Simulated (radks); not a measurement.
**Fractional charge and spin in the 2p shell of carbon**

Aim: the energy as the spin-up occupation of 2p runs from 0 to 1 and the spin-down one from 0 to 1, against the two flat planes that join the four corners. Added charge counts from the emptiest corner (up 0, down 0).

Program: radks (a radial shooting solver on a logarithmic mesh, Libxc functionals) version 1. Level of theory: scalar-relativistic Kohn-Sham, r2SCAN, spin-polarised, spherical densities, finite nucleus. These are calculated values, not measurements, unless marked.

## 1. Starting point

- element: carbon (Z = 6)
- configuration: [He] 2s2 2p(up 1, down 1)
- nuclear rms radius: 2.4702 fm

A shell typed twice in an input gives spin up, then spin down.

## 2. 2p: up 1, down 1

Input:

```text
Z 6
configuration [He] 2s2 2p1 2p1
relativity scalar-relativistic
functional r2scan,r2scan
spin polarised
nucleus finite rms 2.4702 fm
c 137.035999084
```

Started as:

```bash
python run_ks.py task.json out
```

The same process makes all the runs of this session.

## 3. 2p: up 1, down 0.75

Input: that of step 2 with these lines changed.

```diff
@@ -1,3 +1,3 @@
 Z 6
-configuration [He] 2s2 2p1 2p1
+configuration [He] 2s2 2p1 2p0.75
 relativity scalar-relativistic
```

## 4. 2p: up 1, down 0.5

Input: that of step 3 with these lines changed.

```diff
@@ -1,3 +1,3 @@
 Z 6
-configuration [He] 2s2 2p1 2p0.75
+configuration [He] 2s2 2p1 2p0.5
 relativity scalar-relativistic
```

## 5. 2p: up 1, down 0.25

Input: that of step 4 with these lines changed.

```diff
@@ -1,3 +1,3 @@
 Z 6
-configuration [He] 2s2 2p1 2p0.5
+configuration [He] 2s2 2p1 2p0.25
 relativity scalar-relativistic
```

## 6. 2p: up 1, down 0

Input: that of step 5 with these lines changed.

```diff
@@ -1,3 +1,3 @@
 Z 6
-configuration [He] 2s2 2p1 2p0.25
+configuration [He] 2s2 2p1 2p0
 relativity scalar-relativistic
```

## 7. 2p: up 0.75, down 0.75

Input: that of step 6 with these lines changed.

```diff
@@ -1,3 +1,3 @@
 Z 6
-configuration [He] 2s2 2p1 2p0
+configuration [He] 2s2 2p0.75 2p0.75
 relativity scalar-relativistic
```

## 8. 2p: up 0.75, down 0.5

Input:

```text
Z 6
configuration [He] 2s2 2p0.75 2p0.5
relativity scalar-relativistic
functional r2scan,r2scan
spin polarised
nucleus finite rms 2.4702 fm
c 137.035999084
```

## 9. 2p: up 0.75, down 0.25

Input:

```text
Z 6
configuration [He] 2s2 2p0.75 2p0.25
relativity scalar-relativistic
functional r2scan,r2scan
spin polarised
nucleus finite rms 2.4702 fm
c 137.035999084
```

## 10. 2p: up 0.75, down 0

Input:

```text
Z 6
configuration [He] 2s2 2p0.75 2p0
relativity scalar-relativistic
functional r2scan,r2scan
spin polarised
nucleus finite rms 2.4702 fm
c 137.035999084
```

## 11. 2p: up 0.5, down 0.5

Input: that of step 10 with these lines changed.

```diff
@@ -1,3 +1,3 @@
 Z 6
-configuration [He] 2s2 2p0.75 2p0
+configuration [He] 2s2 2p0.5 2p0.5
 relativity scalar-relativistic
```

## 12. 2p: up 0.5, down 0.25

Input:

```text
Z 6
configuration [He] 2s2 2p0.5 2p0.25
relativity scalar-relativistic
functional r2scan,r2scan
spin polarised
nucleus finite rms 2.4702 fm
c 137.035999084
```

## 13. 2p: up 0.5, down 0

Input:

```text
Z 6
configuration [He] 2s2 2p0.5 2p0
relativity scalar-relativistic
functional r2scan,r2scan
spin polarised
nucleus finite rms 2.4702 fm
c 137.035999084
```

## 14. 2p: up 0.25, down 0.25

Input: that of step 13 with these lines changed.

```diff
@@ -1,3 +1,3 @@
 Z 6
-configuration [He] 2s2 2p0.5 2p0
+configuration [He] 2s2 2p0.25 2p0.25
 relativity scalar-relativistic
```

## 15. 2p: up 0.25, down 0

Input:

```text
Z 6
configuration [He] 2s2 2p0.25 2p0
relativity scalar-relativistic
functional r2scan,r2scan
spin polarised
nucleus finite rms 2.4702 fm
c 137.035999084
```

## 16. 2p: up 0, down 0

Input: that of step 15 with these lines changed.

```diff
@@ -1,3 +1,3 @@
 Z 6
-configuration [He] 2s2 2p0.25 2p0
+configuration [He] 2s2 2p0 2p0
 relativity scalar-relativistic
```

**Question.** What will these runs give? Wanted: for each run, down \ up; 0; 0.25; 0.5; 0.75; 1.

The runs gave:

```csv
down \ up,0,0.25,0.5,0.75,1
0,0.000,-1.266,-1.672,-1.242,0.000
0.25,-1.266,-1.504,-0.925,0.442,-0.972
0.5,-1.672,-0.925,0.591,-0.696,-1.272
0.75,-1.242,0.442,-0.696,-1.145,-0.937
1,0.000,-0.972,-1.272,-0.937,0.000
```

What this shows: The table gives the energy in eV minus the planes, whose edge runs along up + down = one added electron; mirror points follow by spin symmetry. With half an added electron in each spin it lies 0.59 eV above the planes. With half an electron added in spin up alone it lies 1.67 eV below them. The planes are only a guide here: the condition holds for ground states with one frontier orbital, and this shell is degenerate.
